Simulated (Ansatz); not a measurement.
# ScPd: how the settings move a single-point run

Aim: see which settings change the result for ScPd, by how much, and at what cost.

Method: reference: DFT, LDA, all-electron LAPW, scalar-relativistic, in Ansatz 0.2.0.

## 1. The starting structure

It takes space group R3m (No. 160, trigonal). The conventional cell has a = 4.643 Å, b = 4.643 Å, c = 5.686 Å, α = 90.00°, β = 90.00°, γ = 120.00°. Sc (site symmetry 3m) is surrounded by 1 Pd at 1.82 Å. Pd (site symmetry 3m) has 1 Sc at 1.82 Å as nearest neighbours.

Coordinates:

```cif
data_structure
_symmetry_space_group_name_H-M 'R3m:H'
_symmetry_Int_Tables_number 160
_cell_length_a 4.6429
_cell_length_b 4.6429
_cell_length_c 5.6863
_cell_angle_alpha 90.000
_cell_angle_beta 90.000
_cell_angle_gamma 120.000
_cell_volume 106.15
loop_
_atom_site_label
_atom_site_type_symbol
_atom_site_symmetry_multiplicity
_atom_site_Wyckoff_symbol
_atom_site_fract_x
_atom_site_fract_y
_atom_site_fract_z
_atom_site_occupancy
Sc1 Sc 3 a 0.00000 0.00000 0.41000 1
Pd1 Pd 3 a 0.00000 0.00000 0.09000 1
```

## 2. The reference run

input.yaml reads:

```yaml
crystal:
  lattice:
    - [3.283, 0.0, 0.0]
    - [0.0, 3.283, 0.0]
    - [0.0, 0.0, 3.283]
  atoms:
    - { symbol: Sc, position: [0.41, 0.41, 0.41] }
    - { symbol: Pd, position: [0.09, 0.09, 0.09] }
kpoints:
  mp_grid: { grid: [9, 9, 9] }
scf:
  occupations: { method: fermi_dirac, width: 0.05 }
hamiltonian:
  xc: lda
  pseudopotentials: { kind: all_electron, lapw: { basis_error: 0.001 } }
output:
  forces: true
  stress: true
  eigenvalues: true
  populations: true
```

Launch:

```console
ansatz run input.yaml --threads 1 --pin off --max-ram 2048MiB --backend cpu --events-out ev --progress --plain --runs-dir out
```

## 3. Changed: scf.algorithm direct_min, lower_state_search light, hubbard.sites [{species: Sc, l: d, u_eff: 2.0}], hubbard.double_counting amf

input.yaml: that of step 2 with these lines changed.

```diff
@@ -12,2 +12,4 @@
   occupations: { method: fermi_dirac, width: 0.05 }
+  algorithm: direct_min
+  lower_state_search: light
 hamiltonian:
@@ -15,2 +17,3 @@
   pseudopotentials: { kind: all_electron, lapw: { basis_error: 0.001 } }
+  hubbard: { sites: [{ species: Sc, l: d, u_eff: 2.0 }], double_counting: amf }
 output:
```

What does the calculation give? Wanted: for each run, ending; energy change; pressure; gap; force.

**Answer**, as computed:

```csv
run,ending,energy change,pressure (GPa),gap (eV),force (eV/Å),cycles,time
reference,converged,0,42.8,0.00,13.89,8,58 s
"1: scf.algorithm direct_min, lower_state_search light, hubbard.sites [{species: Sc, l: d, u_eff: 2.0}], hubbard.double_counting amf",converged,-9.3 meV/atom (U changed: no physical gain or loss),42.8,0.00,13.88,7,2.3 min
```

Residual by cycle in the longest SCF loop of each run; runs are numbered as in the table. The quantity is the density residual dr2, in eV.

```csv
cycle,reference,run 1
1,18.6,18.6
2,4.16,4.16
3,0.066,0.0612
4,0.018,3.7e-4
5,4.7e-4,5.6e-6
6,3.1e-5,9.2e-8
7,1.0e-6,4.7e-9
8,3.9e-8,-
```

Changing the solver, search for lower states and Hubbard U moves the energy by -9.3 meV/atom. The U term adds an energy of its own, so the shift says nothing about which run is better. Cost: 7 SCF cycles against 8, 2.3 min against 58 s. A changed U is a change of model: its shifts are not errors of convergence. The structure is not at rest: the sound run finds 43 GPa, so these are no properties of the relaxed crystal. 
